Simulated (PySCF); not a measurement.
# CH8B2NP: electronic excitations and core binding energies

What electronic excitations and core binding energies should CH8B2NP (`BPBNC`) show?

Computed with PySCF 2.14.0, with density-fitted response routines of our own, on a single molecule in the gas phase. Atoms are numbered from 0 throughout.

**1. The molecule as given**

13 atoms, charge 0, multiplicity 1; geometry from: GFN2-xTB.

Bonds of the start (Å): B0–P1 1.81, P1–B2 1.87, B2–N3 1.38, N3–C4 1.44, B0–H5 1.17, B0–H6 1.17, P1–H7 1.38, B2–H8 1.17, N3–H9 1.01, C4–H10 1.09, C4–H11 1.09, C4–H12 1.09.

**2. Ultraviolet spectrum: B3LYP/def2-SVPD**

The job: settings as JSON, then the geometry in Å.

```
{"job": {"kind": "uv", "xc": "B3LYP", "basis": "def2-SVPD", "nstates": 8, "ntriplets": 3}, "charge": 0, "multiplicity": 1}
B      2.615400    -0.461381     0.041161
P      1.563392     0.468706    -1.095990
B     -0.272870     0.182650    -0.860512
N     -0.792329     0.189758     0.418398
C     -2.170970     0.031937     0.817413
H      2.324890    -0.503492     1.177730
H      3.633476    -0.910571    -0.318575
H      1.856425     0.083247    -2.383937
H     -0.982264     0.045009    -1.781558
H     -0.178078     0.320064     1.211327
H     -2.523475     0.915484     1.356965
H     -2.290957    -0.838946     1.468133
H     -2.787029    -0.105723    -0.068284
```

Method: TDDFT B3LYP/def2-SVPD, vertical, gas phase, core orbitals frozen in the response.

Command:

```sh
$ OMP_NUM_THREADS=1 python probes_run.py task.json out
```

One launch serves the whole session: the jobs run in the order shown.

The log of the run:

```text
coarse grid: 10904 points
cycle   1  E = -488.4767908439  dE =  2.944e-01  |g| = 3.372e-01  |ddm| = 5.326e+00
cycle   2  E = -488.4671506720  dE =  9.640e-03  |g| = 4.078e-01  |ddm| = 1.212e+00
cycle   3  E = -488.5093474122  dE = -4.220e-02  |g| = 8.787e-02  |ddm| = 5.204e-01
cycle   4  E = -488.5112013103  dE = -1.854e-03  |g| = 2.221e-02  |ddm| = 1.461e-01
cycle   5  E = -488.5113268291  dE = -1.255e-04  |g| = 5.699e-03  |ddm| = 4.050e-02
cycle   6  E = -488.5113375293  dE = -1.070e-05  |g| = 1.442e-03  |ddm| = 1.701e-02
cycle   7  E = -488.5113382457  dE = -7.164e-07  |g| = 4.445e-04  |ddm| = 4.017e-03
final grid: 99520 points
cycle   8  E = -488.5729462668  dE = -2.866e-05  |g| = 4.637e-03  |ddm| = 6.917e-02
cycle   9  E = -488.5729410215  dE =  5.245e-06  |g| = 6.630e-03  |ddm| = 1.443e-02
cycle  10  E = -488.5729517794  dE = -1.076e-05  |g| = 8.833e-04  |ddm| = 7.027e-03
cycle  11  E = -488.5729519669  dE = -1.875e-07  |g| = 1.312e-04  |ddm| = 1.310e-03
cycle  12  E = -488.5729519702  dE = -3.341e-09  |g| = 4.993e-05  |ddm| = 2.534e-04
cycle  13  E = -488.5729519710  dE = -7.864e-10  |g| = 1.701e-05  |ddm| = 1.087e-04
converged SCF energy = -488.5729519710

Static polarisability (au): isotropic 81.380, principal 60.793 80.620 102.726

Singlet excitations
state   eV       nm        f      main configurations
  1   4.5727    271.1   0.13367   H->L 0.94
  2   5.6593    219.1   0.06598   H->L+1 0.70, H-2->L 0.19
  3   5.8002    213.8   0.09351   H-1->L 0.53, H-2->L 0.30, H->L+1 0.11
  4   5.9667    207.8   0.01095   H-2->L 0.35, H->L+2 0.29, H-1->L 0.29
  5   6.1641    201.1   0.09309   H->L+2 0.53, H-3->L 0.14, H->L+1 0.13
  6   6.2823    197.4   0.02974   H-3->L 0.80
  7   6.5425    189.5   0.00699   H->L+3 0.81, H->L+4 0.11
  8   6.7658    183.3   0.01027   H->L+4 0.87, H->L+3 0.11

Triplet excitations (Tamm-Dancoff, eV): 3.3043 4.7894 5.2151
```

Wall time 36 s (1 thread of Intel Xeon at 2.70GHz, shared host); peak memory 0.7 GiB.

Frontier orbitals and where they lie:

```
orbital     eV                      atoms
 HOMO−3  -9.19  B0 35 %, H5 23 %, P1 18 %
 HOMO−2  -8.61  P1 25 %, B2 22 %, B0 18 %
 HOMO−1  -8.15  N3 34 %, B2 20 %, P1 14 %
   HOMO  -6.60  P1 46 %, B0 16 %, N3 16 %
   LUMO  -1.54   B0 46 %, P1 22 %, B2 9 %
 LUMO+1  -0.20  B2 35 %, P1 20 %, N3 14 %
 LUMO+2   0.25  B2 22 %, C4 16 %, B0 12 %
```

With each of the 8 states as a Gaussian band of 0.4 eV half-width at 1/e, the curve within the window shown has maxima at 271 nm (ε 5,400), 209 nm (ε 8,800) L/(mol cm). Beyond the last state computed it falls off for lack of states. The curve at chosen wavelengths:

(nm, ε (L/mol/cm)): (175, 338), (180, 846), (186, 2104), (191, 3881), (197, 6344), (202, 7930), (208, 8785), (213, 8503), (219, 7013), (224, 5198), (229, 3429), (235, 1963), (240, 1491), (246, 1783), (251, 2564), (257, 3785), (262, 4707), (267, 5285), (273, 5362), (278, 4944), (284, 4062), (289, 3205), (295, 2231), (300, 1558), (306, 953), (311, 605)

Ground-state properties from the same run:

```
           property  computed
  dipole moment (D)      2.24
polarisability (Å³)     12.06
 HOMO–LUMO gap (eV)      5.06
      −ε(HOMO) (eV)      6.60
```

**3. Core-electron binding energies: SCAN, X2C**

Settings changed since step 2:

```diff
@@ -1,2 +1,2 @@
-{"job": {"kind": "uv", "xc": "B3LYP", "basis": "def2-SVPD", "nstates": 8, "ntriplets": 3}, "charge": 0, "multiplicity": 1}
+{"job": {"kind": "xps"}, "charge": 0, "multiplicity": 1}
 B      2.615400    -0.461381     0.041161
```

Level: delta-SCF UKS SCAN, pcX-2 on the ionised atom, pcseg-1 elsewhere, spin-free X2C.

The log of the run:

```text
ground state, core basis on atom 0 (B), 145 functions
  cycle   1  E = -489.39244354  |g| = 3.91e-01
  cycle   2  E = -489.37194747  |g| = 4.86e-01
  cycle   3  E = -489.43602427  |g| = 1.21e-01
  cycle   4  E = -489.44021666  |g| = 2.59e-02
  cycle   5  E = -489.44039771  |g| = 7.12e-03
  cycle   6  E = -489.44041404  |g| = 3.00e-03
  cycle   7  E = -489.44041619  |g| = 1.36e-03
  cycle   8  E = -489.44041703  |g| = 4.33e-04
  E(ground) = -489.47075629 Eh
hole in B 1s of atom 0
  cycle   1  E = -481.84147121  |g| = 1.16e+00
  cycle   2  E = -480.01509269  |g| = 1.90e+00
  cycle   3  E = -482.01950511  |g| = 6.35e-01
  cycle   4  E = -482.22973775  |g| = 3.24e-01
  cycle   5  E = -482.27418059  |g| = 1.31e-01
  cycle   6  E = -482.28372891  |g| = 5.16e-02
  cycle   7  E = -482.28603311  |g| = 3.69e-02
  cycle   8  E = -482.28739301  |g| = 1.80e-02
  cycle   9  E = -482.28841903  |g| = 1.55e-02
  cycle  10  E = -482.28880785  |g| = 5.06e-03
  cycle  11  E = -482.28882276  |g| = 2.52e-03
  cycle  12  E = -482.28882661  |g| = 8.03e-04
  cycle  13  E = -482.28882864  |g| = 3.26e-04
  E(ion) = -482.31995693 Eh   <S^2> = 1.2126   hole on atom = 1.000   binding energy = 194.583 eV
ground state, core basis on atom 1 (P), 156 functions
  cycle   1  E = -489.56125751  |g| = 3.38e-01
  cycle   2  E = -489.56115237  |g| = 3.28e-02
  cycle   3  E = -489.56073797  |g| = 4.96e-02
  cycle   4  E = -489.56151434  |g| = 6.23e-03
  cycle   5  E = -489.56152096  |g| = 3.46e-03
  cycle   6  E = -489.56152432  |g| = 4.13e-04
  E(ground) = -489.56156505 Eh
hole in P 1s of atom 1
  cycle   1  E = -409.43067728  |g| = 4.72e+00
  cycle   2  E = -409.58872812  |g| = 2.17e+00
  cycle   3  E = -409.85881238  |g| = 1.08e+00
  cycle   4  E = -410.47065479  |g| = 4.45e-01
  cycle   5  E = -410.56211877  |g| = 2.19e-01
  cycle   6  E = -410.58435510  |g| = 6.53e-02
  cycle   7  E = -410.58610694  |g| = 2.61e-02
  cycle   8  E = -410.58649876  |g| = 5.31e-03
  cycle   9  E = -410.58651053  |g| = 2.42e-03
  cycle  10  E = -410.58651361  |g| = 3.73e-04
  E(ion) = -410.58607880 Eh   <S^2> = 0.7518   hole on atom = 1.000   binding energy = 2149.032 eV
hole in P 2p of atom 1
  cycle   1  E = -484.16013267  |g| = 1.39e+00
  cycle   2  E = -483.98172183  |g| = 1.24e+00
  cycle   3  E = -484.46072906  |g| = 4.01e-01
  cycle   4  E = -484.53459980  |g| = 2.04e-01
  cycle   5  E = -484.55250777  |g| = 6.57e-02
  cycle   6  E = -484.55475349  |g| = 1.84e-02
  cycle   7  E = -484.55491791  |g| = 7.53e-03
  cycle   8  E = -484.55495237  |g| = 2.02e-03
  cycle   9  E = -484.55495396  |g| = 7.39e-04
  cycle  10  E = -484.55495516  |g| = 2.67e-04
  E(ion) = -484.56437087 Eh   <S^2> = 0.7533   hole on atom = 1.002   binding energy = 135.981 eV
  2p3/2 = 135.636 eV   2p1/2 = 136.523 eV
ground state, core basis on atom 2 (B), 145 functions
  cycle   1  E = -489.44203128  |g| = 6.20e-02
  cycle   2  E = -489.44075985  |g| = 7.11e-02
  cycle   3  E = -489.44243588  |g| = 2.48e-02
  cycle   4  E = -489.44265885  |g| = 7.72e-03
  cycle   5  E = -489.44267789  |g| = 1.29e-03
  cycle   6  E = -489.44267682  |g| = 4.84e-04
  E(ground) = -489.47247432 Eh
hole in B 1s of atom 2
  cycle   1  E = -481.83802285  |g| = 1.18e+00
  cycle   2  E = -480.38282992  |g| = 1.83e+00
  cycle   3  E = -482.08104263  |g| = 5.08e-01
  cycle   4  E = -482.14814414  |g| = 4.56e-01
  cycle   5  E = -482.26045792  |g| = 1.08e-01
  cycle   6  E = -482.26551625  |g| = 4.17e-02
  cycle   7  E = -482.26685513  |g| = 1.32e-02
  cycle   8  E = -482.26705721  |g| = 8.41e-03
  cycle   9  E = -482.26719035  |g| = 5.49e-03
  cycle  10  E = -482.26726982  |g| = 2.54e-03
  cycle  11  E = -482.26728046  |g| = 9.85e-04
  cycle  12  E = -482.26728178  |g| = 5.07e-04
  cycle  13  E = -482.26728174  |g| = 2.18e-04
  E(ion) = -482.29775019 Eh   <S^2> = 0.8325   hole on atom = 1.000   binding energy = 195.234 eV
ground state, core basis on atom 3 (N), 145 functions
  cycle   1  E = -489.46094576  |g| = 7.24e-02
  cycle   2  E = -489.46092159  |g| = 1.47e-02
  cycle   3  E = -489.46085368  |g| = 2.06e-02
  cycle   4  E = -489.46097953  |g| = 2.43e-03
  cycle   5  E = -489.46098376  |g| = 4.09e-04
  E(ground) = -489.48829500 Eh
hole in N 1s of atom 3
  cycle   1  E = -473.85958590  |g| = 1.87e+00
  cycle   2  E = -472.83702272  |g| = 2.23e+00
  cycle   3  E = -474.43837829  |g| = 4.83e-01
  cycle   4  E = -474.45370366  |g| = 3.92e-01
  cycle   5  E = -474.57094396  |g| = 7.29e-02
  cycle   6  E = -474.57416897  |g| = 1.33e-02
  cycle   7  E = -474.57425024  |g| = 7.70e-03
  cycle   8  E = -474.57429263  |g| = 2.18e-03
  cycle   9  E = -474.57429683  |g| = 8.48e-04
  cycle  10  E = -474.57429733  |g| = 2.60e-04
  E(ion) = -474.59999358 Eh   <S^2> = 0.7645   hole on atom = 1.000   binding energy = 405.131 eV
ground state, core basis on atom 4 (C), 145 functions
  cycle   1  E = -489.44865292  |g| = 5.60e-02
  cycle   2  E = -489.44864528  |g| = 1.24e-02
  cycle   3  E = -489.44862646  |g| = 1.51e-02
  cycle   4  E = -489.44868140  |g| = 1.04e-03
  cycle   5  E = -489.44868146  |g| = 2.81e-04
  E(ground) = -489.47761465 Eh
hole in C 1s of atom 4
  cycle   1  E = -478.16890177  |g| = 1.50e+00
  cycle   2  E = -475.61322131  |g| = 2.37e+00
  cycle   3  E = -478.24317459  |g| = 9.08e-01
  cycle   4  E = -478.65449734  |g| = 4.06e-01
  cycle   5  E = -478.71634836  |g| = 1.24e-01
  cycle   6  E = -478.72247584  |g| = 3.98e-02
  cycle   7  E = -478.72346998  |g| = 1.41e-02
  cycle   8  E = -478.72359364  |g| = 7.72e-03
  cycle   9  E = -478.72363850  |g| = 2.21e-03
  cycle  10  E = -478.72364331  |g| = 1.51e-03
  cycle  11  E = -478.72364422  |g| = 5.60e-04
  cycle  12  E = -478.72364471  |g| = 2.07e-04
  E(ion) = -478.75139981 Eh   <S^2> = 0.7699   hole on atom = 1.000   binding energy = 291.875 eV
```

Wall time 1.9 min (1 thread of Intel Xeon at 2.70GHz, shared host); peak memory 0.45 GiB.

The holes in one table. −ε is the ground-state orbital energy:

```
     hole  stands for                  environment  ΔSCF (eV; 2p as the shell's mean)  −ε (eV)   ⟨S²⟩
B1s on B0          B0       boron bonded to P, 2 H                  194.58 (doubtful)    179.8  1.213
P1s on P1          P1  phosphorus bonded to 2 B, H                            2149.03   2092.0  0.752
P2p on P1          P1  phosphorus bonded to 2 B, H                             135.93    125.1  0.753
B1s on B2          B2      boron bonded to N, P, H                             195.23    180.0  0.832
N1s on N3          N3   nitrogen bonded to C, B, H                             405.13    386.4  0.765
C1s on C4          C4    methyl carbon bonded to N                             291.88    274.6  0.770
```

Doubtful: the ion did not converge, its hole moved, or its ⟨S²⟩ is well above 0.75.

With the spin-orbit splitting: P1 2p3/2 135.64, 2p1/2 136.52 eV. The table gives each 2p level as the mean over the whole 2p shell (two parts 2p3/2, one part 2p1/2), which differs a little from the single hole in the log.

**4. Summary of results**

```
                                                    quantity                        value
                            lowest singlet (B3LYP/def2-SVPD)  4.57 eV (271 nm), f = 0.134
                                              lowest triplet                      3.30 eV
                            P1s binding energies, SCAN/pcX-2                P1 2149.03 eV
                            P2p binding energies, SCAN/pcX-2                 P1 135.93 eV
B1s binding energies, SCAN/pcX-2 (standing for 1 of 2 atoms)                 B2 195.23 eV
                            N1s binding energies, SCAN/pcX-2                 N3 405.13 eV
                            C1s binding energies, SCAN/pcX-2                 C4 291.88 eV
```

**Reading.** The lowest singlet, at 4.57 eV, is HOMO→LUMO 0.94 and is bright. The lowest triplet lies 1.27 eV below the lowest singlet (triplets in Tamm-Dancoff, singlets in full TDDFT).
